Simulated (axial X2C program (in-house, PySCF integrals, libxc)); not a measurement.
# A two-component session on SnMg⁺: EOM-IP-CCSD levels

Wanted for SnMg⁺: EOM-IP-CCSD levels, at the two-component level.

Method: two-component X2C with atomic mean-field terms, Sn dyall-cv3z, Mg dyall-cv3z; program: an in-house X2C program for linear molecules on PySCF integrals.

All values are calculated.

**1. Set-up**

Input file task.json:

```json
{"zs": [50, 12], "q": 1, "bas": ["dyall-cv3z", "dyall-cv3z"], "r0": 2.79, "eom": "ip", "rq": 0, "thr": -2.0, "nmax": 95, "grid": [1, 0.96, 1.045, 0.92, 1.09, 1.15]}
```

Keys: zs atomic numbers; q charge; bas basis sets; r0 starting distance in Å; eom kind of EOM run; thr threshold in hartree for freezing inner shells (an s shell follows its p shell); nmax most natural virtual spinors; grid distances as factors.

Started as:

```
$ python soeom.py task.json out
```

Nuclei are Gaussian, cores are contracted, and the Gaunt term is on.

**2. EOM-IP-CCSD at 2.779 Å**

Reference: the closed shell SnMg; 16 electrons correlated, 88 virtual spinors; roots sought by Ω: 1/2: 4, 3/2: 3, 5/2: 1.

Output:

```text
two-component X2C + atomic mean field  HF
basis functions 213  fitting functions 958  grid points 5081
iter        total energy     max residual
   1      -6371.058757200     2.44e-01
   2      -6371.115700155     5.87e-03
   3      -6371.116409695     1.08e-03
   4      -6371.116487575     5.28e-04
   5      -6371.116507918     2.30e-04
   6      -6371.116520895     1.12e-04
   7      -6371.116527211     7.65e-05
   8      -6371.116531125     5.57e-05
   9      -6371.116532601     4.17e-05
  10      -6371.116533687     2.83e-05
  11      -6371.116534590     7.19e-06
  12      -6371.116534650     2.47e-06
  13      -6371.116534652     9.92e-07
converged
one-electron -8992.29396840  Coulomb 2690.40009079  exact exchange -179.93461949  xc functional 0.00000000  nuclear repulsion 114.25200668  atomic mean-field constant -3.54004422
correlated 16  virtual 304  natural virtual 88  E(MP2) -0.568808783  MP2 remainder -0.062305138
iter   CCSD correlation   residual
   1     -0.471952787   1.76e-01
   2     -0.487310002   8.77e-02
   3     -0.488816668   4.99e-02
   4     -0.488872329   2.57e-02
   5     -0.489506383   1.39e-02
   6     -0.489536345   6.94e-03
   7     -0.489530617   3.32e-03
   8     -0.489594252   2.18e-03
   9     -0.489541008   1.55e-03
  10     -0.489569298   1.03e-03
  11     -0.489558531   5.36e-04
  12     -0.489569738   2.35e-04
  13     -0.489567984   1.07e-04
  14     -0.489569214   5.13e-05
  15     -0.489569915   2.32e-05
  16     -0.489570282   1.35e-05
  17     -0.489570531   6.94e-06
  18     -0.489570593   3.38e-06
  19     -0.489570580   2.16e-06
(T) -0.016128638  T1 0.0254  D1 0.0615  max T2 0.175
EOM-IP-CCSD roots
2*Omega      energy/Eh   energy/eV  one-particle weight
    1       0.22943575      6.2433      0.939
    1       0.28950549      7.8778      0.923
    1       0.33024029      8.9863      0.017
    1       0.34600970      9.4154      0.001
    3       0.30432817      8.2812      0.000
    3       0.34285803      9.3296      0.000
    3       0.35716121      9.7189      0.000
    5       0.36780918     10.0086      0.000
```

T1 in the output is the amplitude norm over the root of the electron number; divide by √2 for the Lee–Taylor value.

```
  Ω  vertical IE (eV)  above lowest (cm⁻¹)                          spinor  weight
1/2             6.243                    0  74% Sn pπ, 11% Mg pπ, 6% Mg sσ    0.94
1/2             7.878                13180            51% Mg sσ, 37% Sn pσ    0.92
```

Run time: 15 s. Hardware: 1 thread of Arm Neoverse V2, shared host; peak memory 0.97 GiB.

**3. EOM-IP-CCSD at 2.668 Å**

```
  Ω  vertical IE (eV)  above lowest (cm⁻¹)                          spinor  weight
1/2             6.297                    0            74% Sn pπ, 13% Mg pπ    0.94
1/2             7.887                12820  47% Mg sσ, 40% Sn pσ, 7% Sn sσ    0.92
```

Wall time 15 s (1 thread of Arm Neoverse V2, shared host); peak memory 0.99 GiB.

**4. EOM-IP-CCSD at 2.904 Å**

```
  Ω  vertical IE (eV)  above lowest (cm⁻¹)                         spinor  weight
1/2             6.204                    0  74% Sn pπ, 8% Mg pπ, 8% Mg sσ    0.93
1/2             7.845                13230           56% Mg sσ, 34% Sn pσ    0.92
```

Wall time 16 s (1 thread of Arm Neoverse V2, shared host); peak memory 1 GiB.

**5. EOM-IP-CCSD at 2.557 Å**

```
  Ω  vertical IE (eV)  above lowest (cm⁻¹)                          spinor  weight
1/2             6.374                    0            72% Sn pπ, 15% Mg pπ    0.95
1/2             7.876                12110  43% Sn pσ, 43% Mg sσ, 7% Sn sσ    0.92
```

Wall time 16 s (1 thread of Arm Neoverse V2, shared host); peak memory 1 GiB.

**6. EOM-IP-CCSD at 3.029 Å**

```
  Ω  vertical IE (eV)  above lowest (cm⁻¹)                         spinor  weight
1/2             6.186                    0  74% Sn pπ, 9% Mg sσ, 6% Mg pπ    0.93
1/2             7.795                12980           60% Mg sσ, 30% Sn pσ    0.90
```

Run time: 16 s. Hardware: 1 thread of Arm Neoverse V2, shared host; peak memory 1 GiB.

**7. EOM-IP-CCSD at 3.196 Å**

```
  Ω  vertical IE (eV)  above lowest (cm⁻¹)                spinor  weight
1/2             6.193                    0  72% Sn pπ, 12% Mg sσ    0.92
1/2             7.721                12320  64% Mg sσ, 27% Sn pσ    0.88
```

Wall time 15 s (1 thread of Arm Neoverse V2, shared host); peak memory 1 GiB.

**8. Curves of the states**

Energies in eV from the lowest point of the lowest state; states are followed by energy order within each Ω.

```
R (Å)  (1)Ω=1/2  (2)Ω=1/2
2.557    0.3217    1.8228
2.668    0.1381    1.7272
2.779    0.0403    1.6748
2.904    0.0000    1.6409
3.029    0.0117    1.6206
3.196    0.0771    1.6051
```

**9. Summary of results**

| quantity | value |
| --- | --- |
| lowest root at 2.779 Å | Ω = 1/2, 6.243 eV |
| next root led by one particle | Ω = 1/2, about 13180 cm⁻¹ higher |
| T1 of the reference | 0.018 |

In words: Removing an electron from the reference determinant of SnMg costs 6.24 eV and empties a spinor of 74% Sn pπ, 11% Mg pπ, 6% Mg sσ. The closed-shell reference lies 0.38 eV above the lowest determinant found, so these energies count from an excited configuration. Errors of 0.1 to 0.3 eV are usual at this size, and roots led by higher excitations are left out, so the list is incomplete, and low states of that kind can be missing. T1 or the largest double amplitude of the reference is raised, which lowers the reliability.
